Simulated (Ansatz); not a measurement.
# CH₃Cl₃SSi: one species, many methods

How much do the methods differ for CH₃Cl₃SSi? The plan is to run it at one geometry with functionals of several rungs and with coupled cluster. The yardstick is the atomisation energy at the CCSD(T) limit.

Computed with Ansatz 0.2.0, Gaussian basis. Level: functionals in def2-TZVPP, the program's frozen cores in correlated methods.

Plan: LDA (SPW92), PBE-D4, revPBE-D4, BLYP-D4, r2SCAN-D4, B97M-V, PBE0-D4, B3LYP-D4, r2SCANh-D4, r2SCAN0-D4, HSE06-D4, BHLYP-D4, CAM-B3LYP-D4, LC-ωPBE, ωB97X-V, ωB97M-V, B2PLYP, PBE-QIDH; CCSD(T)/def2-SVP; CCSD(T)/def2-TZVPP; MP2/def2-QZVPP; extrapolation to the limit; RPA on PBE.

### 1 The geometry

All runs share one geometry, relaxed beforehand with PBE0-D4 in a triple-zeta def2 set.

SMILES `CS[Si](Cl)(Cl)Cl`, 9 atoms, charge 0, spin multiplicity 1.

Atoms are counted from 1 here; the program's logs count them from 0.

Bond lengths: C1–S2 1.818 Å, C1–H7 1.089 Å, C1–H8 1.089 Å, C1–H9 1.089 Å, S2–Si3 2.093 Å, Si3–Cl4 2.039 Å, Si3–Cl5 2.027 Å, Si3–Cl6 2.039 Å. Angles: S2–C1–H7 110.9°, S2–C1–H8 110.9°, S2–C1–H9 105.9°, H7–C1–H8 110.5°, H7–C1–H9 109.3°, H8–C1–H9 109.3°, C1–S2–Si3 99.4°, S2–Si3–Cl4 112.1°, S2–Si3–Cl5 107.0°, S2–Si3–Cl6 112.1°, Cl4–Si3–Cl5 109.6°, Cl4–Si3–Cl6 106.4°, Cl5–Si3–Cl6 109.6°.

### 2 LDA

This LDA is Slater exchange with PW92 correlation.

in.yaml

```yaml
crystal:
  periodic: [false, false, false]
  atoms:
    - {symbol: C, position_ang: [-0.036772, -1.321230, 0.863544]}
    - {symbol: S, position_ang: [1.208679, -0.591718, -0.241325]}
    - {symbol: Si, position_ang: [0.181920, 1.137881, -0.821124]}
    - {symbol: Cl, position_ang: [-1.579877, 0.709376, -1.753478]}
    - {symbol: Cl, position_ang: [1.394648, 2.149216, -2.092632]}
    - {symbol: Cl, position_ang: [-0.281972, 2.325811, 0.769640]}
    - {symbol: H, position_ang: [-0.246921, -0.659143, 1.702151]}
    - {symbol: H, position_ang: [-0.951637, -1.550021, 0.319104]}
    - {symbol: H, position_ang: [0.400433, -2.246374, 1.236919]}
basis:
  gaussian: {orbitals: def2-TZVPP}
hamiltonian: {xc: lda}
output: {orbitals: {seedname: orbitals}}
```

Launch:

```console
$ ansatz run in.yaml --threads 4 --pin off --events-out ev --progress --plain --max-ram 11315MiB
```

Further steps of the session: PBE-D4 (GGA); revPBE-D4 (GGA); BLYP-D4 (GGA); r2SCAN-D4 (meta-GGA); B97M-V (meta-GGA); B3LYP-D4 (hybrid); r2SCANh-D4 (hybrid); r2SCAN0-D4 (hybrid); HSE06-D4 (hybrid); BHLYP-D4 (hybrid); CAM-B3LYP-D4 (range-separated); LC-ωPBE (range-separated); ωB97X-V (range-separated); ωB97M-V (range-separated); B2PLYP (double hybrid); PBE-QIDH (double hybrid); CCSD(T) in def2-SVP; CCSD(T) in def2-TZVPP; MP2 in def2-QZVPP; RPA on PBE orbitals.

Before running them: what should the planned runs give, taken together? Wanted: atomisation energy, CCSD(T)/CBS; farthest beyond LDA; mean size of error, GGA; mean size of error, meta-GGA; mean size of error, hybrid; mean size of error, range-separated; mean size of error, double hybrid; gap, smallest and largest; T1 diagnostic.

The runs gave:

| quantity | value |
| --- | --- |
| atomisation energy, CCSD(T)/CBS | 748.9 kcal/mol |
| functionals within 3.7 kcal/mol (0.5 %) | revPBE-D4, r2SCANh-D4, PBE-QIDH |
| farthest beyond LDA | BHLYP-D4 (-26.1 kcal/mol) |
| mean size of error, GGA | 10.3 kcal/mol |
| mean size of error, meta-GGA | 8.5 kcal/mol |
| mean size of error, hybrid | 8.6 kcal/mol |
| mean size of error, range-separated | 7.6 kcal/mol |
| mean size of error, double hybrid | 8.9 kcal/mol |
| gap, smallest and largest | 4.80 eV (LDA (SPW92)), 12.16 eV (LC-ωPBE) |
| T1 diagnostic | 0.0096 |
| triples share of the correlation energy | 4.4 % |

What this shows: LDA overbinds by 107.6 kcal/mol (14 %). PBE-D4 misses by +13.9 kcal/mol. Double hybrids carry the basis error of their MP2 part in triple zeta, and no dispersion term here, so their miss is partly the set-up's. By mean error the best rung here is range-separated (7.6 kcal/mol) and the worst beyond LDA is GGA (10.3 kcal/mol). double hybrid functionals lie within the reference's doubt of that worst mean (8.9 kcal/mol), so those two tie. The gap between the best rungs is small, so their order is not settled. The reference freezes the cores and leaves out relativity and excitations past (T), so misses under about 3.7 kcal/mol can't be ranked. Hartree-Fock recovers 73 % of the binding; the rest is correlation. CCSD(T) in def2-SVP is off by -64.1 kcal/mol, which most functionals beat. Orbital gaps span 4.8 to 12.2 eV; exact exchange widens them.
